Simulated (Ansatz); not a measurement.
# Trimethylgallium (TMGa) (C3H9Ga): one species, many methods

An exercise on one series of results from a longer session: the logs are not shown, and one member is left open.

Method: functionals in def2-TZVPP, the program's frozen cores in correlated methods; program: Ansatz 0.2.0, Gaussian basis.

Plan: LDA (SPW92), PBE-D4, revPBE-D4, BLYP-D4, r2SCAN-D4, B97M-V, PBE0-D4, B3LYP-D4, r2SCANh-D4, r2SCAN0-D4, HSE06-D4, BHLYP-D4, CAM-B3LYP-D4, LC-ωPBE, ωB97X-V, ωB97M-V, B2PLYP, PBE-QIDH; CCSD(T)/def2-SVP; CCSD(T)/def2-TZVPP; MP2/def2-QZVPP; extrapolation to the limit; RPA on PBE.

### The geometry

The geometry comes from an earlier relaxation with PBE0-D4 in a triple-zeta def2 set; it is a stationary point, not always the lowest conformer.

SMILES `[CH3][Ga]([CH3])[CH3]`, 13 atoms, charge 0, spin multiplicity 1.

Atoms are counted from 1 here; the program's logs count them from 0.

Bond lengths: C1–Ga2 1.976 Å, C1–H5 1.092 Å, C1–H6 1.095 Å, C1–H7 1.092 Å, Ga2–C3 1.976 Å, Ga2–C4 1.976 Å, C3–H8 1.092 Å, C3–H9 1.092 Å, C3–H10 1.095 Å, C4–H11 1.092 Å, C4–H12 1.095 Å, C4–H13 1.092 Å. Angles: Ga2–C1–H5 112.0°, Ga2–C1–H6 109.2°, Ga2–C1–H7 112.1°, H5–C1–H6 107.2°, H5–C1–H7 108.9°, H6–C1–H7 107.2°, C1–Ga2–C3 119.9°, C1–Ga2–C4 120.1°, C3–Ga2–C4 119.9°, Ga2–C3–H8 112.0°, Ga2–C3–H9 112.1°, Ga2–C3–H10 109.2°, H8–C3–H9 108.9°, H8–C3–H10 107.2°, H9–C3–H10 107.2°, Ga2–C4–H11 112.1°, Ga2–C4–H12 109.2°, Ga2–C4–H13 112.0° and more.

The first run:

The input, in.yaml:

```yaml
crystal:
  periodic: [false, false, false]
  atoms:
    - {symbol: C, position_ang: [-0.387838, 1.662778, -0.989224]}
    - {symbol: Ga, position_ang: [0.034464, -0.013665, -0.032241]}
    - {symbol: C, position_ang: [1.382847, -0.011722, 1.412330]}
    - {symbol: C, position_ang: [-0.955122, -1.670840, -0.455413]}
    - {symbol: H, position_ang: [0.472417, 2.333400, -1.039998]}
    - {symbol: H, position_ang: [-1.180713, 2.194457, -0.451841]}
    - {symbol: H, position_ang: [-0.752705, 1.476914, -2.001428]}
    - {symbol: H, position_ang: [2.158962, 0.738457, 1.247291]}
    - {symbol: H, position_ang: [1.854628, -0.988770, 1.534959]}
    - {symbol: H, position_ang: [0.893665, 0.232950, 2.361514]}
    - {symbol: H, position_ang: [-1.305530, -1.687969, -1.489356]}
    - {symbol: H, position_ang: [-1.839425, -1.736669, 0.187848]}
    - {symbol: H, position_ang: [-0.355150, -2.564119, -0.269543]}
basis:
  gaussian: {orbitals: def2-TZVPP}
hamiltonian: {xc: lda}
output: {orbitals: {seedname: orbitals}}
```

Launch:

```
$ ansatz run in.yaml --threads 4 --pin off --events-out ev --progress --plain --max-ram 10444MiB
```

Steps of the session up to this table: LDA; PBE-D4 (GGA); revPBE-D4 (GGA); BLYP-D4 (GGA); r2SCAN-D4 (meta-GGA); B97M-V (meta-GGA); PBE0-D4 (hybrid); B3LYP-D4 (hybrid); r2SCANh-D4 (hybrid); r2SCAN0-D4 (hybrid); HSE06-D4 (hybrid); BHLYP-D4 (hybrid); CAM-B3LYP-D4 (range-separated); LC-ωPBE (range-separated); ωB97X-V (range-separated); ωB97M-V (range-separated); B2PLYP (double hybrid); PBE-QIDH (double hybrid).

One table of the session follows, with a row left open; its other results are not shown here.

It belongs to the step «Orbital energies across the functionals». 

| functional | HOMO (eV) | gap (eV) |
| --- | --- | --- |
| LDA (SPW92) | -6.36 | 4.76 |
| PBE-D4 | -6.20 | 4.86 |
| revPBE-D4 | -6.14 | 4.93 |
| BLYP-D4 | -6.06 | 4.76 |
| r2SCAN-D4 | -6.45 | 5.40 |
| B97M-V | -6.50 | 5.26 |
| PBE0-D4 | -7.43 | 6.91 |
| B3LYP-D4 | -7.20 | 6.38 |
| r2SCANh-D4 | -6.91 | 6.14 |
| r2SCAN0-D4 | -7.59 | 7.24 |
| HSE06-D4 | -7.03 | 6.14 |
| BHLYP-D4 | ? | ? |
| CAM-B3LYP-D4 | -8.77 | 9.13 |
| LC-ωPBE | -10.15 | 11.74 |
| ωB97X-V | -9.77 | 11.16 |
| ωB97M-V | -9.64 | 10.76 |

Estimate the missing values for BHLYP-D4.

Worked estimate for «HOMO (eV)». Against the share of exact exchange, BLYP-D4 (0, -6.06), B3LYP-D4 (0.2, -7.20) give a slope of -5.70 per unit share; at 0.5 the line stands at -8.91.

As computed: HOMO (eV): -8.54; gap (eV): 8.76. In «HOMO (eV)» the line misses by -0.37.
